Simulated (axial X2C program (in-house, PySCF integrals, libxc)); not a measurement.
# A two-component session on InTi: properties at the nuclei

Aim: properties at the nuclei of InTi, with spin–orbit coupling in the Hamiltonian from the start.

The runs use an in-house X2C program for linear molecules on PySCF integrals; two-component X2C with atomic mean-field terms, In dyall-cv3z, Ti dyall-cv3z.

All values are calculated.

## Step 1: Input

task.json

```json
{"zs": [49, 22], "q": 0, "bas": ["dyall-cv3z", "dyall-cv3z"], "r0": 2.78, "levels": ["PBE0", "HF", "BHandHLYP", "BP86", "PBE"], "nst": 3}
```

Keys: zs atomic numbers; q charge; bas basis sets; r0 starting distance in Å; levels methods (HF also brings MP2); nst determinants followed.

The run is started by

```
python soeom.py task.json out
```

The runs that follow: Expectation values, lowest determinant; Expectation values, a higher determinant; Expectation values, a higher determinant.

Before running it: what results should come out? Wanted: lowest determinant; Eeff magnitude; Ws magnitude In; A∥/gI In; qzz In; higher determinant (for each run or level that gives them).

The runs gave:

| quantity | value |
| --- | --- |
| lowest determinant | Ω = 1/2 (excess of +ω over −ω: ω = 1/2) |
| Eeff magnitude (GV/cm), PBE0 | 1.78 |
| Ws magnitude In (kHz), PBE0 | 1.79 |
| A∥/gI In (MHz), PBE0 | 371 |
| qzz In (a.u.), PBE0 | -3.78 |
| higher determinant | Ω = 7/2 (excess of +ω over −ω: ω = -1/2, ω = 3/2, ω = 5/2) |
| Eeff magnitude (GV/cm), PBE0, higher determinant | 1.69 |
| Ws magnitude In (kHz), PBE0, higher determinant | 0.241 |
| A∥/gI In (MHz), PBE0, higher determinant | -69.7 |
| qzz In (a.u.), PBE0, higher determinant | -3.70 |
| higher determinant | Ω = 3/2 (excess of +ω over −ω: ω = 3/2) |
| Eeff magnitude (GV/cm), PBE0, higher determinant | 1.09 |
| Ws magnitude In (kHz), PBE0, higher determinant | 0.467 |
| A∥/gI In (MHz), PBE0, higher determinant | -128 |
| qzz In (a.u.), PBE0, higher determinant | -4.01 |

**Reading.** In the first state, the effective field runs from 0.0312 to 12 GV/cm over the mean-field levels, so the levels don't agree on it. The expectation values come from single determinants, which for open shells can mix terms of unlike spin or miss the lowest Ω, so a determinant need not be a state. Eeff is the effective electric field on the electron dipole moment in this Ω state and Ws the scalar–pseudoscalar constant (defined with the proton number Z and per Ω); A∥ is the parallel hyperfine constant, which follows by multiplying with the nuclear g factor gI = μI/(I μN); qzz is the electric field gradient, eQq0 = 234.96 MHz × Q/barn × qzz; μ is positive if Ti is the positive end. The operators were transformed with the bare-nucleus X2C matrices. A second determinant lies within 0.1 eV of the first, so their order is not settled at this level.
